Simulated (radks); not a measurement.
**Excited configurations of Fe²⁺**

An exercise on one series of results from a longer session: the logs are not shown, and one member is left open.

Method: scalar-relativistic Kohn-Sham, r2SCAN, spin-polarised, spherical densities, finite nucleus; open shells are filled with parallel spins first. Code: radks (a radial shooting solver on a logarithmic mesh, Libxc functionals) version 1.

## What is computed

```
element            : iron (Z = 26)
charge             : +2
electrons          : 24
configuration      : [Ar] 3d6
nuclear rms radius : 3.7377 fm
```

Outer shells as boxes (Hund's rule):

Fe²⁺
```
[Ar] core
3d [↑↓][↑ ][↑ ][↑ ][↑ ]
```

The first run:

Settings of this run:

```text
Z 26
configuration [Ar] 3d6
relativity scalar-relativistic
functional r2scan,r2scan
spin polarised
nucleus finite rms 3.7377 fm
c 137.035999084
```

Among the steps run: Ground configuration: [Ar] 3d6.

One table of the session follows, with a row left open; its other results are not shown here.

It belongs to the step «Ground configuration: [Ar] 3d6». From the orbitals of this run (lengths in bohr):

| level | <r> | outermost maximum (interpolated) | 90 % within | nodes |
| --- | --- | --- | --- | --- |
| 2p up | 0.2356 | 0.180 | 0.386 | 0 |
| 2p down | ? | ? | ? | ? |
| 3s up | 0.8100 | 0.700 | 1.21 | 2 |
| 3s down | 0.8141 | 0.702 | 1.22 | 2 |
| 3p up | 0.8562 | 0.714 | 1.32 | 1 |
| 3p down | 0.8629 | 0.716 | 1.33 | 1 |
| 3d up | 1.054 | 0.712 | 1.80 | 0 |
| 3d down | 1.121 | 0.724 | 1.96 | 0 |

Estimate the missing values for 2p down.

As computed: <r>: 0.2350; outermost maximum (interpolated): 0.180; 90 % within: 0.385; nodes: 0. In the column «<r>» it is the lowest.

Caveats from the session: Open shells are spherical and high-spin; term and fine-structure splittings are not resolved.
